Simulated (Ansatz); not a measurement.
# NiMoIrPdW (P-3m1) in Ansatz: notebook

One crystal, NiMoIrPdW, is run at these levels: PBE; tasks: relaxation of cell and atoms, single point.

All numbers are computed with Ansatz 0.2.0; they aren't measurements. Logs are shortened: lines on timing, memory, paths and dates and some standing lists are left out, and cuts for length are marked.

## (1) Starting point

Symmetry: P-3m1, No. 164, trigonal system. The conventional cell has a = 2.771 Å, b = 2.771 Å, c = 22.020 Å, α = 90.00°, β = 90.00°, γ = 120.00°. Ni (site symmetry 3m) is surrounded by 3 Mo at 2.55 Å and 3 Pd at 2.65 Å and 6 Ni at 2.77 Å. Mo (site symmetry 3m) has 3 Ni at 2.55 Å and 3 Ir at 2.76 Å and 6 Mo at 2.77 Å as nearest neighbours. Pd (site symmetry 3m) has 3 Ni at 2.65 Å and 9 Pd at 2.77 to 2.84 Å as nearest neighbours. Ir (site symmetry 3m) has 3 Mo at 2.76 Å and 3 W at 2.77 Å and 6 Ir at 2.77 Å as nearest neighbours. W (site symmetry 3m) is surrounded by 3 Ir at 2.77 Å and 9 W at 2.77 to 2.93 Å.

The cell was built by a generator and needn't be a form met in nature.

## (2) Relaxation of cell and atoms, PBE, collinear spin, ferromagnetic start, target pressure 10 GPa, at which the enthalpy is minimised

File input.yaml:

```yaml
crystal:
  lattice:
    - [2.77085, 0.0, 0.0]
    - [-1.38543, 2.39963, 0.0]
    - [0.0, 0.0, 22.01961]
  atoms:
    - { symbol: Ni, position: [0.33333, 0.66667, 0.85081], spin: 1.0 }
    - { symbol: Ni, position: [0.66667, 0.33333, 0.14919], spin: 1.0 }
    - { symbol: Mo, position: [0.66667, 0.33333, 0.76059], spin: 1.0 }
    - { symbol: Mo, position: [0.33333, 0.66667, 0.23941], spin: 1.0 }
    - { symbol: Pd, position: [0.33333, 0.66667, 0.05329] }
    - { symbol: Pd, position: [0.66667, 0.33333, 0.94671] }
    - { symbol: Ir, position: [0.33333, 0.66667, 0.65827], spin: 0.6 }
    - { symbol: Ir, position: [0.66667, 0.33333, 0.34173], spin: 0.6 }
    - { symbol: W, position: [0.33333, 0.66667, 0.44418] }
    - { symbol: W, position: [0.66667, 0.33333, 0.55582] }
hamiltonian:
  xc: pbe
  pseudopotentials: { kind: paw }
magnetization:
  spin_polarized: true
kpoints:
  mp_grid: { grid: [8, 8, 1] }
scf:
  occupations: { method: fermi_dirac, width: 0.05 }
output:
  forces: true
  stress: true
  eigenvalues: true
relax:
  f_tol: 0.01
  max_steps: 40
  cell: { stress_tol: 0.05, p_target: 10.0 }
```

Potentials or basis: Ansatz PAW.

On the command line:

```bash
$ ansatz run input.yaml --threads 8 --pin off --max-ram 20480MiB --backend cpu --events-out ev --progress --plain --runs-dir out
```

Output:

```text
Warning: the atoms were moved onto the symmetric positions of the space group found under crystal.symmetry.tolerance 1.0e-5 (fractional; no operation is sought that the atoms, as they stand in a round, miss by more than twice it, and no atom is moved by as much as it), and the run uses the moved positions. Before a round's move an operation carried an atom to 2.77e-5 Å from where it should land, the largest such distance. Atom 0 (counting from 0) moved farthest, by 1.60e-5 Å; the longest move in fractions of the cell, of whichever atom, is 0.47 of the tolerance, in 1 round. To run the atoms as typed, lower crystal.symmetry.tolerance until the operations that they miss are no longer found, or set crystal.symmetry.detect: false (a key that needs symmetry detection or time reversal refuses this as the deck is read). The positions used, in the order of the run's atom list: position: [0.3333333333333333, 0.6666666666666666, 0.85081]; position: [0.6666666666666666, 0.3333333333333333, 0.14919]; position: [0.6666666666666666, 0.3333333333333333, 0.76059]; position: [0.3333333333333333, 0.6666666666666666, 0.23941]; position: [0.3333333333333333, 0.6666666666666666, 0.05329]; position: [0.6666666666666666, 0.3333333333333333, 0.94671]; position: [0.3333333333333333, 0.6666666666666666, 0.65827]; position: [0.6666666666666666, 0.3333333333333333, 0.34173]; position: [0.3333333333333333, 0.6666666666666666, 0.44418]; position: [0.6666666666666666, 0.3333333333333333, 0.55582]; The lattice was moved too: crystal.lattice keeps the space group found at crystal.symmetry.tolerance 1.0e-5 only nearly: the operation that it misses by the most changes a squared length by the fraction 4.62e-6. The run uses the lattice that is a stretch of the typed one, with no rotation, onto the one that keeps every operation to a double's rounding (on a very oblique basis the stretch itself rounds by more); the deck's lattice vector that moved farthest moved by 3.53e-6 Å. To run the lattice as typed, set crystal.symmetry.tolerance under 4.49e-7, the least fraction by which an operation that the lattice misses changes a squared length (the same key also sets how far an atom may lie from its image, so lowering it can lose operations that the atoms keep only within it), or set crystal.symmetry.detect: false, as for the atoms. crystal.lattice made exact, in Å and degrees: [[2.7708520264577463, 2.8867513459737068e-6, 0.0], [-1.3854285132288733, 2.399626801664327, 0.0], [0.0, 0.0, 22.01961]]. Pasted over the deck's crystal.lattice, beside positions in fractional coordinates, it runs the same cell (given as lengths and angles, that cell in the form's own orientation, a rigid turn of the misfit's size from the one run here, for which a checkpoint.post_process_only pass over this run's state can be refused: where this run relaxes nothing, give such a pass this deck's own crystal.lattice, as typed; behind a relaxation, as crystal.lattice, the state's own cell, identity.cell in its checkpoint.json), and a matrix so pasted ends this notice, except on a very skew basis of the lattice, where the rounding of the pasted numbers themselves can read as a misfit: the cell is then moved again, and that move is told again. The lattice as run is in this notice's lattice.as_run_ang field (Run.prep()["deck_notices"] in Python, the deck_notice line of an events file, deck_notices of ansatz run --dry-run=json, or deck_notices in record.json in the deck's checkpoint.write directory).
Warning: RAYON_NUM_THREADS=8 ignored (pool sized by the plan → 8); use --threads N
Engine: ansatz 0.2.0, aarch64-unknown-linux-gnu
Pseudopotentials: kind: paw
Pseudopotential: Ni, paw, valence charge 18, recommended cutoff 420 eV (normal), Ni.paw.azcp
Pseudopotential: Mo, paw, valence charge 14, recommended cutoff 420 eV (normal), Mo.paw.azcp
Pseudopotential: Pd, paw, valence charge 18, recommended cutoff 420 eV (normal), Pd.paw.azcp
Pseudopotential: Ir, paw, valence charge 17, recommended cutoff 420 eV (normal), Ir.paw.azcp
Pseudopotential: W, paw, valence charge 14, recommended cutoff 420 eV (normal), W.paw.azcp
Functional definition: PBE
  parameter kappa = 0.804
  parameter beta = 0.06672455060314922
  exchange = pbe_x(kappa = kappa, mu = beta*pi^2/3)
  correlation = pbe_c(beta = beta)
Crystal: 10 atoms, lattice volume = 146.409 Å³
Basis set: ecut = 420 eV, 2881 PW (Γ), exchange–correlation on 40×40×300 points (8 copies of the dense FFT grid, shifted against one another)
Bands: 101, of which v1, the nominal top of the filled ones, is band 81 counted from 1 (80 counted from 0)
Symmetry: 12 space group operations
Space group: P-3m1 (ITA 164), of the structure as read, at distance tolerance 5.3e-5 Å
Magnetic group: BNS 164.85 (UNI 1315), of the structure as read, at distance tolerance 5.3e-5 Å
k-points: 10 of 64
Non-local potential: Ni, projectors of the file, l = 0: 3, l = 1: 2, l = 2: 3, l = 3: 1
Non-local potential: Mo, projectors of the file, l = 0: 3, l = 1: 2, l = 2: 2, l = 3: 1
Non-local potential: Pd, projectors of the file, l = 0: 2, l = 1: 2, l = 2: 2, l = 3: 1
Non-local potential: Ir, projectors of the file, l = 0: 3, l = 1: 2, l = 2: 2, l = 3: 1
Non-local potential: W, projectors of the file, l = 0: 3, l = 1: 2, l = 2: 2, l = 3: 1
PAW form: soft (Blöchl's): semilocal exchange-correlation on the pseudo side does not see the compensation charge
PAW one-centre angular grid: Ni, 590 points (default); XC on 64 Gauss nodes
PAW one-centre angular grid: Mo, 590 points (default); XC on 64 Gauss nodes
[... 182 lines left out ...]
  E_xc         = -1948.062355
  E_vxc        = -2183.621093  (∫ρ·V_xc dr)
  E_paw        = -52736.908073  (= ΣΔE_a)
  E_vpaw       = -2715.863475  (= ΣTr[D̂ρ^β])
  E_aug_tail   = 0.001580  (compensation charges beyond the density's cutoff)
  E_ewald      = -20137.492416
  E_smearing   = -0.097529  (= −TS)
  E_closure    = 0.000000  (closes the sum)
  Σ components = -80177.341336   (vs F -80177.341336, Δ=0.00e0)
--- Forces (eV/Å), atoms counted from 1 ---
  atom   1  Ni     0.00000000     0.00000000     0.00258890
  atom   2  Ni    -0.00000000    -0.00000000    -0.00258890
  atom   3  Mo     0.00000000     0.00000000    -0.00378047
  atom   4  Mo    -0.00000000    -0.00000000     0.00378047
  atom   5  Pd    -0.00000000    -0.00000000     0.00189879
  atom   6  Pd     0.00000000     0.00000000    -0.00189879
  atom   7  Ir    -0.00000000    -0.00000000     0.00415786
  atom   8  Ir     0.00000000     0.00000000    -0.00415786
  atom   9  W     -0.00000000    -0.00000000    -0.00050535
  atom  10  W      0.00000000     0.00000000     0.00050535
  max |Σ_I F_I| component: 6.94e-18 eV/Å
--- Stress (GPa, compression-positive) ---
       10.011608      -0.000000       0.000000
       -0.000000      10.011608       0.000000
        0.000000       0.000000      10.017745
  P = ⅓ Tr σ = 10.0137 GPa (100.137 kbar)
--- Band table (eV; the first three rows and the last of 20) ---
  k-point 0 ↑: bands = ["-81.3321", "-81.3321", "-70.7762", "-70.7762", "-62.3762", "-62.3524", "-51.9446", "-51.9012", "-41.9396", "-41.9396", "-41.5969", "-41.5969", "-41.5969", "-41.5969", "-39.2072", "-39.2072", "-28.1619", "-27.9731", "-27.9442", "-27.9442", "-27.9190", "-27.9190", "-27.6569", "-27.6568", "-27.3979", "-27.3979", "-27.3979", "-27.3979", "-16.5811", "-16.0570", "-15.5459", "-15.5459", "-15.4924", "-15.4924", "-13.3787", "-13.3787", "-12.5424", "-12.5424", "-12.5424", "-12.5424", "12.0837", "12.5973", "13.9999", "14.4132", "14.7787", "14.9934", "15.7130", "16.2331", "16.6744", "16.8081", "18.4462", "18.4462", "18.4588", "18.4588", "18.7511", "18.8071", "18.8986", "18.8986", "18.9411", "19.0689", "19.0689", "19.6885", "19.6885", "19.7225", "19.7256", "19.7982", "19.7982", "20.0817", "20.0817", "20.1435", "20.1435", "20.2023", "20.2023", "20.2456", "20.2882", "20.2999", "20.2999", "20.8269", "20.8269", "21.1664", "21.1729", "21.1729", "21.5340", "21.5340", "21.5841", "21.5841", "21.6442", "22.0635", "22.0635", "22.1542", "22.1542", "22.8740", "24.3554", "24.3554", "24.3903", "24.3903", "24.7894", "24.7894", "25.8148", "25.8148", "30.5666"]
  k-point 1 ↑: bands = ["-81.3312", "-81.3312", "-70.7704", "-70.7704", "-62.3697", "-62.3475", "-51.9257", "-51.8852", "-41.9382", "-41.9382", "-41.6055", "-41.6055", "-41.5991", "-41.5991", "-39.1758", "-39.1758", "-28.1510", "-28.0052", "-27.9673", "-27.9604", "-27.9577", "-27.9296", "-27.6454", "-27.6453", "-27.4812", "-27.4812", "-27.4180", "-27.4179", "-16.5386", "-16.0558", "-15.7363", "-15.6899", "-15.5957", "-15.5336", "-13.3475", "-13.3475", "-12.7495", "-12.7495", "-12.5892", "-12.5892", "12.7026", "13.1795", "14.5489", "14.9254", "15.2065", "15.5719", "16.1867", "16.7011", "16.9943", "17.1151", "18.0171", "18.0711", "18.5160", "18.6508", "18.6862", "18.7325", "18.7560", "18.9145", "18.9172", "18.9286", "19.0960", "19.1908", "19.3545", "19.4883", "19.5748", "19.7160", "19.7352", "19.8774", "19.9410", "19.9754", "20.1000", "20.1474", "20.1958", "20.2544", "20.2736", "20.3132", "20.5989", "20.6670", "20.7333", "20.8643", "20.8654", "21.1991", "21.2569", "21.3260", "21.5624", "21.9153", "22.0506", "22.1576", "22.2800", "22.3047", "22.4957", "23.4644", "24.1871", "24.3303", "24.4020", "24.6790", "25.3616", "25.4707", "25.8648", "26.9257", "30.6315"]
  k-point 2 ↑: bands = ["-81.3292", "-81.3292", "-70.7566", "-70.7566", "-62.3536", "-62.3359", "-51.8791", "-51.8467", "-41.9347", "-41.9347", "-41.6260", "-41.6260", "-41.6042", "-41.6042", "-39.0993", "-39.0993", "-28.1404", "-28.1183", "-28.0637", "-27.9897", "-27.9663", "-27.9556", "-27.6790", "-27.6789", "-27.6176", "-27.6176", "-27.4660", "-27.4660", "-16.4492", "-16.2500", "-16.1303", "-15.9834", "-15.7120", "-15.6335", "-13.2716", "-13.2716", "-13.2321", "-13.2321", "-12.7004", "-12.7004", "14.1652", "14.4560", "15.5910", "15.9606", "16.0435", "16.3137", "16.6761", "16.9904", "17.1894", "17.3721", "17.7462", "17.8271", "17.9649", "18.0037", "18.1387", "18.4271", "18.5571", "18.7542", "18.7808", "18.8445", "19.0734", "19.3945", "19.4795", "19.4928", "19.6468", "19.7836", "19.8537", "19.8793", "20.0135", "20.0256", "20.2177", "20.2300", "20.2358", "20.3056", "20.4533", "20.4722", "20.5807", "20.6736", "20.7839", "20.8442", "20.9950", "21.0115", "21.4343", "21.7472", "22.0004", "22.7766", "22.8264", "23.1138", "23.3066", "23.4167", "23.7337", "23.9138", "24.3174", "24.5302", "24.6087", "24.8422", "25.8691", "26.7349", "26.9409", "29.2594", "30.6247"]
  k-point 9 ↓: bands = ["-81.3257", "-81.3257", "-70.7329", "-70.7329", "-62.3227", "-62.3195", "-51.7927", "-51.7868", "-41.9288", "-41.9288", "-41.6447", "-41.6447", "-41.6293", "-41.6293", "-38.9661", "-38.9661", "-28.2261", "-28.2051", "-28.1393", "-28.1050", "-28.0132", "-27.9911", "-27.8535", "-27.8535", "-27.7064", "-27.7064", "-27.5701", "-27.5701", "-16.6346", "-16.5784", "-16.3019", "-16.2293", "-16.0713", "-16.0202", "-13.6445", "-13.6445", "-13.2870", "-13.2870", "-13.1401", "-13.1401", "16.2210", "16.2415", "16.3958", "16.6013", "17.0156", "17.0282", "17.2593", "17.3216", "17.3813", "17.6691", "17.7180", "17.7842", "17.8194", "17.9603", "18.1197", "18.4584", "18.4651", "18.4820", "18.5708", "18.7048", "19.1173", "19.2076", "19.3060", "19.3951", "19.4186", "19.5299", "19.6075", "19.6281", "19.9107", "20.1192", "20.2420", "20.5143", "20.8208", "21.1170", "21.1533", "21.3540", "21.5264", "21.6205", "21.6369", "22.0238", "22.0637", "22.3099", "22.8390", "23.3762", "23.4201", "23.7804", "23.7805", "24.1853", "25.0467", "25.5431", "26.1779", "26.6374", "26.7674", "26.8053", "28.0098", "28.1597", "28.6095", "28.7372", "29.2174", "29.3384", "29.6960"]
--- Relaxed structure (5 steps of the walk, 4 accepted, 1 SCFs on fresh bases) ---
  F+E_penalty+E_count = -80177.34133561 eV   max|allowed force component| = 4.158e-3 eV/Å   (the final SCF, on the basis selected at the relaxed cell)
  cell:  # Å, volume = 140.9689 Å³
    - [2.7380843458807163, 2.8526130574248356e-6, -4.581808849087838e-18]
    - [-1.3690446433757333, 2.3712491749306692, 4.5818116050428395e-18]
    - [-3.641107633073227e-17, 2.1021919431630177e-17, 21.71196475491598]
  atoms:
    - { symbol: Ni, position: [0.3333333333333333, 0.6666666666666667, 0.8524233132506198] }
    - { symbol: Ni, position: [0.6666666666666666, 0.3333333333333333, 0.14757668674938007] }
    - { symbol: Mo, position: [0.6666666666666666, 0.3333333333333333, 0.7618557820938684] }
    - { symbol: Mo, position: [0.33333333333333337, 0.6666666666666667, 0.23814421790613152] }
    - { symbol: Pd, position: [0.33333333333333337, 0.6666666666666667, 0.05267295454810845] }
    - { symbol: Pd, position: [0.6666666666666666, 0.3333333333333333, 0.9473270454518916] }
    - { symbol: Ir, position: [0.33333333333333337, 0.6666666666666667, 0.6590787407893981] }
    - { symbol: Ir, position: [0.6666666666666666, 0.3333333333333333, 0.3409212592106019] }
    - { symbol: W, position: [0.33333333333333337, 0.6666666666666667, 0.44400222450101756] }
    - { symbol: W, position: [0.6666666666666666, 0.3333333333333333, 0.5559977754989823] }
```

Run time: 39 s. Hardware: 8 threads of Arm Neoverse V1, shared host; peak memory 1.1 GiB.

What came out:

- Free energy: -80177.3413 eV
- Relaxed volume: 14.10 Å³/atom
- Relaxed cell: a = 2.738 Å, b = 2.738 Å, c = 21.712 Å, α = 90.00°, β = 90.00°, γ = 120.00°
- Space group after relaxing (to 0.05 Å): P-3m1 (No. 164)
- Energy change on relaxing (the enthalpy is what falls): +16.4 meV/atom
- Ionic steps: 5
- Pressure after relaxing: 10.0 GPa
- Largest force after relaxing: 0.004 eV/Å
- Band gap on the k mesh: none (metal or under the smearing width)
- Net moment: 0.00 μB per cell
- Absolute moment: 0.00 μB per cell

Forces on the atoms (eV/Å):
```
Ni   0.000  0.000  0.003
Ni   0.000  0.000 -0.003
Mo   0.000  0.000 -0.004
Mo   0.000  0.000  0.004
Pd   0.000  0.000  0.002
Pd   0.000  0.000 -0.002
Ir   0.000  0.000  0.004
Ir   0.000  0.000 -0.004
W    0.000  0.000 -0.001
W    0.000  0.000  0.001
```

The path:
| step | energy change (eV) | largest force (eV/Å) | volume (Å³) |
| --- | --- | --- | --- |
| 1 | 0.0000 | 0.0509 | 146.41 |
| 2 | 0.1189 | 0.0780 | 141.74 |
| 3 | 0.1645 | 0.0270 | 140.93 |
| 4 | 0.1616 | 0.0041 | 140.97 |
| 5 | 0.1641 | 0.0042 | 140.97 |

Final structure:
```xyz
10
Lattice="2.7381 0.0000 0.0000 -1.3690 2.3712 0.0000 0.0000 0.0000 21.7120" Properties=species:S:1:pos:R:3 pbc="T T T"
Ni    0.0000    1.5808   18.5078
Ni    1.3690    0.7904    3.2042
Mo    1.3690    0.7904   16.5414
Mo    0.0000    1.5808    5.1706
Pd    0.0000    1.5808    1.1436
Pd    1.3690    0.7904   20.5683
Ir    0.0000    1.5808   14.3099
Ir    1.3690    0.7904    7.4021
W     0.0000    1.5808    9.6402
W     1.3690    0.7904   12.0718
```

Caveat: the plane-wave basis is chosen anew once the cell has moved, so the energies of steps on either side of that aren't comparable; the starting moments weren't kept.

## (3) Relaxation of cell and atoms, PBE, collinear spin, ferromagnetic start, target pressure 20 GPa, at which the enthalpy is minimised

input.yaml, as its differences from that of step 2:

```diff
@@ -32,2 +32,2 @@
   max_steps: 40
-  cell: { stress_tol: 0.05, p_target: 10.0 }
+  cell: { stress_tol: 0.05, p_target: 20.0 }
```

Potentials or basis: Ansatz PAW.

On the command line:

```bash
$ ansatz run input.yaml --threads 8 --pin off --max-ram 20480MiB --backend cpu --events-out ev --progress --plain --runs-dir out
```

It took 40 s on 8 threads of Arm Neoverse V1, shared host; peak memory 1.1 GiB.

Results (log left out):

| Item | Value |
| --- | --- |
| Free energy | -80176.9267 eV |
| Relaxed volume | 13.65 Å³/atom |
| Relaxed cell | a = 2.710 Å, b = 2.710 Å, c = 21.464 Å, α = 90.00°, β = 90.00°, γ = 120.00° |
| Space group after relaxing (to 0.05 Å) | P-3m1 (No. 164) |
| Energy change on relaxing (the enthalpy is what falls) | +57.9 meV/atom |
| Ionic steps | 6 |
| Pressure after relaxing | 20.0 GPa |
| Band gap on the k mesh | none (metal or under the smearing width) |
| Net moment | 0.00 μB per cell |
| Absolute moment | 0.00 μB per cell |

The path:
| step | energy change (eV) | largest force (eV/Å) | volume (Å³) |
| --- | --- | --- | --- |
| 1 | 0.0000 | 0.0509 | 146.41 |
| 2 | 0.4169 | 0.1287 | 137.91 |
| 3 | 0.5965 | 0.0441 | 136.33 |
| 4 | 0.5758 | 0.0159 | 136.49 |
| 5 | 0.5736 | 0.0022 | 136.50 |
| 6 | 0.5787 | 0.0017 | 136.50 |

Final structure:
```yaml
crystal:
  lattice:
    - [2.70988, 0.00000, 0.00000]
    - [-1.35494, 2.34683, 0.00000]
    - [0.00000, 0.00000, 21.46393]
  atoms:
    - { symbol: Ni, position: [0.33333, 0.66667, 0.85348] }
    - { symbol: Ni, position: [0.66667, 0.33333, 0.14652] }
    - { symbol: Mo, position: [0.66667, 0.33333, 0.76285] }
    - { symbol: Mo, position: [0.33333, 0.66667, 0.23715] }
    - { symbol: Pd, position: [0.33333, 0.66667, 0.05230] }
    - { symbol: Pd, position: [0.66667, 0.33333, 0.94770] }
    - { symbol: Ir, position: [0.33333, 0.66667, 0.65973] }
    - { symbol: Ir, position: [0.66667, 0.33333, 0.34027] }
    - { symbol: W, position: [0.33333, 0.66667, 0.44394] }
    - { symbol: W, position: [0.66667, 0.33333, 0.55606] }
```

Levels at points of the mesh, in eV from the Fermi level:
Spin up:
```
            k point  band 78  band 79  band 80  band 81  band 82  band 83  band 84  band 85
 (0.00, 0.00, 0.00)    -0.97    -0.97    -0.62    -0.62    -0.60    -0.23    -0.23    -0.20
(0.00, -0.50, 0.00)     0.15     0.77     1.07     1.19     1.36     1.52     1.62     1.86
```
Spin down:
```
            k point  band 77  band 78  band 79  band 80  band 81  band 82  band 83  band 84  band 85  band 86
 (0.00, 0.00, 0.00)    -1.52    -0.97    -0.97    -0.62    -0.62    -0.60    -0.23    -0.23    -0.20    -0.20
(0.00, -0.50, 0.00)     0.05     0.15     0.77     1.07     1.19     1.36     1.52     1.62     1.86     1.87
```

Caveat: the plane-wave basis is chosen anew once the cell has moved, so the energies of steps on either side of that aren't comparable; the starting moments weren't kept. Spin-orbit coupling is left out, which matters for the levels of Ir, W.

## (4) Single point, PBE, collinear spin, ferromagnetic start

input.yaml, as its differences from that of step 3:

```diff
@@ -18,3 +18,3 @@
   xc: pbe
-  pseudopotentials: { kind: paw }
+  pseudopotentials: { kind: nc, source: spms }
 magnetization:
@@ -22,3 +22,3 @@
 kpoints:
-  mp_grid: { grid: [8, 8, 1] }
+  mp_grid: { grid: [11, 11, 2] }
 scf:
@@ -29,5 +29 @@
   eigenvalues: true
-relax:
-  f_tol: 0.01
-  max_steps: 40
-  cell: { stress_tol: 0.05, p_target: 20.0 }
```

Potentials or basis: SPMS NC.

On the command line:

```bash
$ ansatz run input.yaml --threads 8 --pin off --max-ram 20480MiB --backend cpu --events-out ev --progress --plain --runs-dir out
```

Output:

```text
[... 104 lines left out ...]
```

Wall time 43 s (8 threads of Arm Neoverse V1, shared host); peak memory 2.8 GiB.

What came out:

```
Free energy            : -29845.2680 eV
Pressure               : 0.1 GPa
Largest force          : 0.106 eV/Å
Band gap on the k mesh : none (metal or under the smearing width)
Net moment             : 0.00 μB per cell
Absolute moment        : 0.00 μB per cell
```

Forces in eV/Å, atoms in the order of the input:
```
Ni   0.000  0.000  0.060
Ni   0.000  0.000 -0.060
Mo   0.000  0.000 -0.106
Mo   0.000  0.000  0.106
Pd   0.000  0.000  0.024
Pd   0.000  0.000 -0.024
Ir   0.000  0.000 -0.021
Ir   0.000  0.000  0.021
W    0.000  0.000 -0.106
W    0.000  0.000  0.106
```

Stress tensor (GPa, compression positive):
```
 0.45  0.00  0.00
 0.00  0.45  0.00
 0.00  0.00 -0.53
```

Caveat: the starting moments weren't kept. Spin-orbit coupling is left out, which matters for the levels of Ir, W.

[end of part 1 of 2]
